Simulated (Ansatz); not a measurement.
# SnH3Cl (SMILES [Cl][SnH3]) at BHLYP/STO-3G

Aim: the electronic atomisation energy of SnH3Cl at BHLYP/STO-3G, from 4 runs. 

The results are computed with Ansatz 0.2.0.

59 further runs of the same task are left out: 8 that didn't finish, 51 set aside as unsound or not needed.

## Step 1: The molecule

The species is SnH3Cl (5 atoms), meant as a singlet with charge 0. SMILES: `[Cl][SnH3]`. The shape is that of a PBE0-D4/def2-TZVP optimisation.

Bond lengths: Cl1–Sn2 2.334 Å, Sn2–H3 1.700 Å, Sn2–H4 1.700 Å, Sn2–H5 1.700 Å. Angles: Cl1–Sn2–H3 106.1°, Cl1–Sn2–H4 106.1°, Cl1–Sn2–H5 106.1°, H3–Sn2–H4 112.7°, H3–Sn2–H5 112.7°, H4–Sn2–H5 112.7°.

## Step 2: The energy at BHLYP/STO-3G

File run.yaml:

```yaml
crystal:
  periodic: [false, false, false]
  atoms:
    - {symbol: Cl, position_ang: [-1.839400, 0.332400, 1.029900]}
    - {symbol: Sn, position_ang: [0.168900, -0.044500, -0.097500]}
    - {symbol: H, position_ang: [-0.120500, 0.362900, -1.722400]}
    - {symbol: H, position_ang: [0.522700, -1.694200, 0.111100]}
    - {symbol: H, position_ang: [1.318200, 0.969900, 0.637400]}
basis:
  gaussian: {orbitals: STO-3G}
hamiltonian: {xc: {name: BHLYP}}
accuracy: high
```

Launch:

```console
$ ansatz run run.yaml --threads 1 --pin off --max-ram 2610MiB --events-out events.jsonl --progress --plain --runs-dir runs
```

The program printed:

```text
Warning: RAYON_NUM_THREADS=1 ignored (pool sized by the plan → 1); use --threads N
Functional definition: BHLYP
  name "BHLYP"
  parameter a = 0.5
  exchange = (1 - a)*b88_x + a*exact_x
  correlation = lyp_c
710 factors; integrals over basis functions are off by at most 7.3e-9 eV
mean field evaluation 1: about -174766.6127 eV, gradient 1.1e1 eV
mean field evaluation 2: about -174767.3337 eV, gradient 2.9e0 eV
mean field evaluation 4: about -174767.3777 eV, gradient 2.0e-1 eV
mean field evaluation 8: about -174767.3366 eV, gradient 2.3e-3 eV
mean field evaluation 16: about -174767.3366 eV, gradient 2.9e-8 eV
mean field -174767.33659803 eV, -6422.5811584223 hartree, gradient 2.9e-8 eV, S^2 0.000000; 0 other end points of the search recorded, 0 dependent functions left out
reference -174767.33661736 eV, -6422.5811591327 hartree; 35, 35 occupied and 4, 4 virtual orbitals, 710 factors
Total energy: -174767.33661736 eV, -6422.5811591327 hartree
```

Run time: 2.6 s. Hardware: 1 thread of Arm Neoverse V1, shared host; peak memory 0.13 GiB.

## Step 3: The Cl atom at the same level

File job.yaml:

```yaml
crystal:
  periodic: [false, false, false]
  atoms:
    - symbol: Cl
      position_ang: [0.000000, 0.000000, 0.000000]
basis:
  gaussian: {orbitals: STO-3G}
accuracy: high
magnetization: {spin_polarized: true, initial_magnetization: 1}
hamiltonian: {xc: {name: BHLYP}}
```

Run the same way, it converges to -455.14939 Eh (log not shown).

## Step 4: The H atom, same level

File molecule.yaml:

```yaml
crystal:
  periodic: [false, false, false]
  atoms:
    - symbol: H
      position_ang: [0.000000, 0.000000, 0.000000]
basis:
  gaussian:
    orbitals: STO-3G
total_charge: 0
magnetization:
  spin_polarized: true
  initial_magnetization: 1
hamiltonian:
  xc: {name: BHLYP}
accuracy: high
```

Run the same way, it converges to -0.46466 Eh (log not shown).

## Step 5: The Sn atom, same level

File input.yaml:

```yaml
crystal:
  periodic: [false, false, false]
  atoms:
    - {symbol: Sn, position_ang: [0.000000, 0.000000, 0.000000]}
basis:
  gaussian:
    orbitals: STO-3G
magnetization:
  spin_polarized: true
  initial_magnetization: 2
hamiltonian:
  xc: {name: BHLYP}
accuracy: high
```

Launch:

```console
$ ansatz run input.yaml --threads 1 --pin off --max-ram 2610MiB --events-out events.jsonl --progress --plain --runs-dir runs
```

The program printed:

```text
Warning: RAYON_NUM_THREADS=1 ignored (pool sized by the plan → 1); use --threads N
[... 5 set-up lines as earlier in the session ...]
251 factors; integrals over basis functions are off by at most 4.4e-9 eV
mean field evaluation 1: about -162326.2029 eV, gradient 3.1e-1 eV
mean field evaluation 2: about -162326.2031 eV, gradient 1.6e-2 eV
mean field evaluation 4: about -162326.2073 eV, gradient 2.8e-4 eV
mean field evaluation 8: about -162326.2073 eV, gradient 3.3e-9 eV
mean field -162326.20733858 eV, -5965.3780910375 hartree, gradient 1.7e-10 eV, S^2 2.000000; 0 other end points of the search recorded, 0 dependent functions left out
reference -162326.20735330 eV, -5965.3780915787 hartree; 26, 24 occupied and 1, 3 virtual orbitals, 251 factors
Total energy: -162326.20735330 eV, -5965.3780915787 hartree
```

It took 1 s on 1 thread of Arm Neoverse V1, shared host; peak memory 0.1 GiB.

## Step 6: What came out

Level: BHLYP/STO-3G.

| quantity | value |
| --- | --- |
| molecule: total energy | -6422.58116 Eh |
| Cl atom: total energy | -455.14939 Eh |
| Cl atom: ⟨S²⟩ | 0.750 |
| H atom: total energy | -0.46466 Eh |
| H atom: ⟨S²⟩ | 0.750 |
| Sn atom: total energy | -5965.37809 Eh |
| Sn atom: ⟨S²⟩ | 2.000 |
| electronic atomisation energy | 17.951 eV |

Taking the molecule apart into free atoms costs 17.95 eV (414 kcal/mol), before zero-point energy and without spin-orbit coupling. In a minimal basis such a difference can be off by several eV, whatever the method. Relativity is left out (molecule) although the molecule holds a heavy atom. Relativity is left out (Sn atom) although the molecule holds a heavy atom.
